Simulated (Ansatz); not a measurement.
# C2H5Cl2In: one species, many methods

One table from this session's results is given with a row withheld; the runs are named, their logs left out.

Computed with Ansatz 0.2.0, Gaussian basis. Level: functionals in def2-TZVPP, the program's frozen cores in correlated methods.

Plan: LDA (SPW92), PBE-D4, revPBE-D4, BLYP-D4, r2SCAN-D4, B97M-V, PBE0-D4, B3LYP-D4, r2SCANh-D4, r2SCAN0-D4, HSE06-D4, BHLYP-D4, CAM-B3LYP-D4, LC-ωPBE, ωB97X-V, ωB97M-V, B2PLYP, PBE-QIDH; CCSD(T)/def2-SVP; CCSD(T)/def2-TZVPP; MP2/def2-QZVPP; extrapolation to the limit; RPA on PBE.

### Structure used throughout

All runs share one geometry, relaxed beforehand with PBE0-D4 in a triple-zeta def2 set. In takes the def2 core potential; no spin-orbit term is included.

SMILES `C[CH2][In]([Cl])[Cl]`, 10 atoms, charge 0, spin multiplicity 1.

Atoms are counted from 1 here; the program's logs count them from 0.

Bond lengths: C1–C2 1.519 Å, C1–H6 1.092 Å, C1–H7 1.094 Å, C1–H8 1.092 Å, C2–In3 2.145 Å, C2–H9 1.093 Å, C2–H10 1.092 Å, In3–Cl4 2.330 Å, In3–Cl5 2.325 Å. Angles: C2–C1–H6 112.1°, C2–C1–H7 110.4°, C2–C1–H8 112.1°, H6–C1–H7 107.4°, H6–C1–H8 107.2°, H7–C1–H8 107.5°, C1–C2–In3 113.6°, C1–C2–H9 112.2°, C1–C2–H10 112.3°, In3–C2–H9 105.7°, In3–C2–H10 105.8°, H9–C2–H10 106.8°, C2–In3–Cl4 122.1°, C2–In3–Cl5 126.3°, Cl4–In3–Cl5 111.6°.

Set-up of the first run:

Input file in.yaml:

```yaml
crystal:
  periodic: [false, false, false]
  atoms:
    - {symbol: C, position_ang: [0.145103, -1.196812, 0.764803]}
    - {symbol: C, position_ang: [0.575405, 0.232882, 0.483290]}
    - {symbol: In, position_ang: [-0.508543, 1.155333, -1.120936]}
    - {symbol: Cl, position_ang: [-2.120543, 0.004114, -2.347605]}
    - {symbol: Cl, position_ang: [-0.267637, 3.344506, -1.865654]}
    - {symbol: H, position_ang: [-0.906437, -1.259813, 1.051260]}
    - {symbol: H, position_ang: [0.734018, -1.618372, 1.585229]}
    - {symbol: H, position_ang: [0.281757, -1.844801, -0.103025]}
    - {symbol: H, position_ang: [1.629524, 0.298449, 0.203487]}
    - {symbol: H, position_ang: [0.437366, 0.884504, 1.349150]}
basis:
  gaussian: {orbitals: def2-TZVPP}
hamiltonian: {xc: lda}
output: {orbitals: {seedname: orbitals}}
```

Launch:

```console
ansatz run in.yaml --threads 2 --pin off --events-out ev --progress --plain --max-ram 32768MiB --backend cpu
```

Steps of the session up to this table: LDA; PBE-D4 (GGA); revPBE-D4 (GGA); BLYP-D4 (GGA); r2SCAN-D4 (meta-GGA); B97M-V (meta-GGA); B3LYP-D4 (hybrid); r2SCANh-D4 (hybrid); r2SCAN0-D4 (hybrid); HSE06-D4 (hybrid); BHLYP-D4 (hybrid); CAM-B3LYP-D4 (range-separated); LC-ωPBE (range-separated); ωB97X-V (range-separated); ωB97M-V (range-separated); B2PLYP (double hybrid); PBE-QIDH (double hybrid).

One of the session's tables, all rows but one given; the rest of the session is left out.

It belongs to the step «Orbital energies across the functionals». 

```
  functional  HOMO (eV)  LUMO (eV)  gap (eV)
 LDA (SPW92)      -7.14      -2.75      4.40
      PBE-D4      -6.97      -2.46      4.51
   revPBE-D4      -6.91      -2.34      4.57
     BLYP-D4      -6.82      -2.41      4.41
   r2SCAN-D4      -7.24      -2.23      5.01
      B97M-V      -7.28      -2.32      4.96
     PBE0-D4      -8.16      -1.59      6.57
    B3LYP-D4      -7.94      -1.90      6.04
  r2SCANh-D4      -7.68      -1.92      5.76
  r2SCAN0-D4          ?          ?         ?
    HSE06-D4      -7.77      -1.96      5.81
    BHLYP-D4      -9.22      -0.81      8.41
CAM-B3LYP-D4      -9.44      -0.66      8.78
     LC-ωPBE     -10.76       0.49     11.26
     ωB97X-V     -10.41       0.33     10.74
     ωB97M-V     -10.27       0.06     10.33
```

Estimate the missing values for r2SCAN0-D4.

Worked estimate for «HOMO (eV)». Against the share of exact exchange, r2SCAN-D4 (0, -7.24), r2SCANh-D4 (0.1, -7.68) give a slope of -4.40 per unit share; at 0.25 the line stands at -8.34.

The run gave: HOMO (eV): -8.34; LUMO (eV): -1.46; gap (eV): 6.89. In «HOMO (eV)» the line misses by 0.00.
